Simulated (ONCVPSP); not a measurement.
# Pseudopotential generation for phosphorus: ONCV, LDA (Perdew-Wang 92)

Aim: build the potential from the settings below, then test how well it stands in for the atom: other configurations, scattering, ghost states and the plane-wave cutoff that it needs.

Method: ONCVPSP 4.0.1, LDA (Perdew-Wang 92), scalar-relativistic.

**1. Starting point**

The settings as typed:

* element: phosphorus (P, Z = 15)
* type: optimised norm-conserving Vanderbilt (ONCV)
* frozen core: [Ne]
* valence charge: 5
* reference configuration: 3s2 3p3
* partial waves: 3s: rc 1.55 bohr, ncon 4, nbas 8, qcut 3.8 1/bohr, 2 projectors, debl 3.4 Ha; 3p: rc 1.80 bohr, ncon 4, nbas 9, qcut 4.3 1/bohr, 2 projectors, debl 0.7 Ha; d scattering state at 0.21 Ha: rc 1.95 bohr, ncon 4, nbas 9, qcut 5.6 1/bohr, 3 projectors, debl 2.3 Ha
* local potential: polynomial inside 1.45 bohr (lpopt 5, dvloc0 0 Ha)
* core correction: Teter function, fcfact 1.5, rcfact 1.75

An earlier all-electron run gives the scale for the radii.

All-electron outer shells of the reference configuration (LDA (PZ), scalar-relativistic, ld1.x):

```json
{"shell": "2s", "level (eV)": "-173.14", "outermost node (bohr)": "0.14", "outermost maximum (bohr)": "0.42"}
{"shell": "2p", "level (eV)": "-124.52", "outermost node (bohr)": "–", "outermost maximum (bohr)": "0.35"}
{"shell": "3s", "level (eV)": "-14.02", "outermost node (bohr)": "0.66", "outermost maximum (bohr)": "1.56"}
{"shell": "3p", "level (eV)": "-5.60", "outermost node (bohr)": "0.64", "outermost maximum (bohr)": "1.83"}
```

**2. Generation**

P.dat reads:

```
# ATOM AND REFERENCE CONFIGURATION
# atsym  z   nc   nv     iexc    psfile
  P 15.00    3    2  -001012      upf
#
#   n    l    f
    1    0    2.00
    2    0    2.00
    2    1    6.00
    3    0    2.00
    3    1    3.00
#
# PSEUDOPOTENTIAL AND OPTIMIZATION
# lmax
    2
#
#   l,   rc,      ep,       ncon, nbas, qcut
    0    1.55    0.00    4    8    3.80
    1    1.80    0.00    4    9    4.30
    2    1.95    0.21    4    9    5.60
#
# LOCAL POTENTIAL
# lloc, lpopt,  rc(5),   dvloc0
    4    5    1.45    0.00
#
# VANDERBILT-KLEINMAN-BYLANDER PROJECTORs
# l, nproj, debl
    0    2    3.40
    1    2    0.70
    2    3    2.30
#
# MODEL CORE CHARGE
# icmod, fcfact, rcfact
    3    1.50    1.75
#
# LOG DERIVATIVE ANALYSIS
# epsh1, epsh2, depsh
   -2.00    5.00    0.02
#
# OUTPUT GRID
# rlmax, drl
    6.00    0.01
#
# TEST CONFIGURATIONS
# ncnf
    4
# nvcnf
#   n    l    f
    2
    3    0    2.00
    3    1    2.00
#
    2
    3    0    2.00
    3    1    1.00
#
    2
    3    0    2.00
    3    1    0.00
#
    2
    3    0    2.00
    3    1    2.50
#
```

Started as:

```console
$ oncvpsp.x < P.dat > P.out
```

What does the calculation give? Wanted: cutoffs for 1 and 0.1 mHa per electron, occupied waves; bound ghosts; GHOST(+) flags; largest test error; largest phase difference near zero energy, channels read; rms error of d²Exc/dn², without and with the model core.

The runs gave:

| quantity | value |
| --- | --- |
| cutoffs for 1 and 0.1 mHa per electron, occupied waves | 21 Ha and 66 Ha |
| bound ghosts | none found |
| GHOST(+) flags | s at 200 eV |
| largest test error (AE − PS) | +6.9 meV, for 3s2 3p0 |
| largest phase difference near zero energy, channels read | 0.000 rad |
| rms error of d²Exc/dn², without and with the model core | 3.44 and 0.31 mHa |

**Reading.** By total energies transferability is good: the largest error is 6.9 meV on 58.9 eV, for 3s2 3p0. It counts as of middling hardness, with 21 Ha needed at the looser tolerance. The tighter tolerance needs 66 Ha, and converged work needs a cutoff nearer that. At the looser tolerance the 3s wave is the slowest; 3p needs 4 Ha. No bound ghost shows below the valence levels. Near zero energy the phases of the channels with partial waves agree within 0.001 rad. The program also flags highly localised states, GHOST(+) (s).
